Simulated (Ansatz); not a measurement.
# Cl2F2HTi: the cost of one run

Program: Ansatz 0.2.0. Level of theory: UKS PBE-D4/def2-SVP. These are calculated values, not measurements.

## Step 1: The structure to begin with

Bond lengths: Ti1–F2 2.080 Å, Ti1–Cl3 2.370 Å, Ti1–Cl4 2.368 Å, Ti1–F5 1.829 Å. Angles: F2–Ti1–Cl3 109.4°, F2–Ti1–Cl4 109.5°, F2–Ti1–F5 109.5°, Cl3–Ti1–Cl4 109.5°, Cl3–Ti1–F5 109.5°, Cl4–Ti1–F5 109.5°.

Coordinates:

```xyz
6

Ti    0.0000    0.0000    0.0000
F     0.0000    0.0000    2.0800
Cl    2.2349    0.0000   -0.7892
Cl   -1.1163    1.9339   -0.7892
F    -0.8619   -1.4933   -0.6094
H     0.0000    0.0000    3.3000
```

## Step 2: A restrained relaxation towards end A

Springs on the bonds that form and break draw the guess towards this end; the thresholds are loose.

input.yaml reads:

```yaml
crystal:
  periodic: [false, false, false]
  atoms:
    - { symbol: Ti, position_ang: [0.0, 0.0, 0.0] }
    - { symbol: F, position_ang: [0.0, 0.0, 2.08] }
    - { symbol: Cl, position_ang: [2.2349, 0.0, -0.7892] }
    - { symbol: Cl, position_ang: [-1.1163, 1.9339, -0.7892] }
    - { symbol: F, position_ang: [-0.8619, -1.4933, -0.6094] }
    - { symbol: H, position_ang: [0.0, 0.0, 3.3] }
magnetization:
  spin_polarized: true
  initial_magnetization: 1
basis:
  gaussian: { orbitals: def2-SVP }
hamiltonian:
  xc: pbe
  dispersion: d4
relax:
  f_tol: 0.15
  max_steps: 25
  restrain:
    - { distance: [1, 5], at: 2.12, k: 30.0 }
    - { distance: [0, 1], at: 1.83, k: 30.0 }
output:
  orbitals: {}
```

Started as:

```bash
$ ansatz run input.yaml --threads 4 --pin off --max-ram 5120MiB --backend cpu --events-out ev --progress --plain --runs-dir out
```

**Question.** How long does this run take on 4 threads of Arm Neoverse V2, shared host, and how much memory does it need?

About 14 s, with a peak of 0.26 GiB.
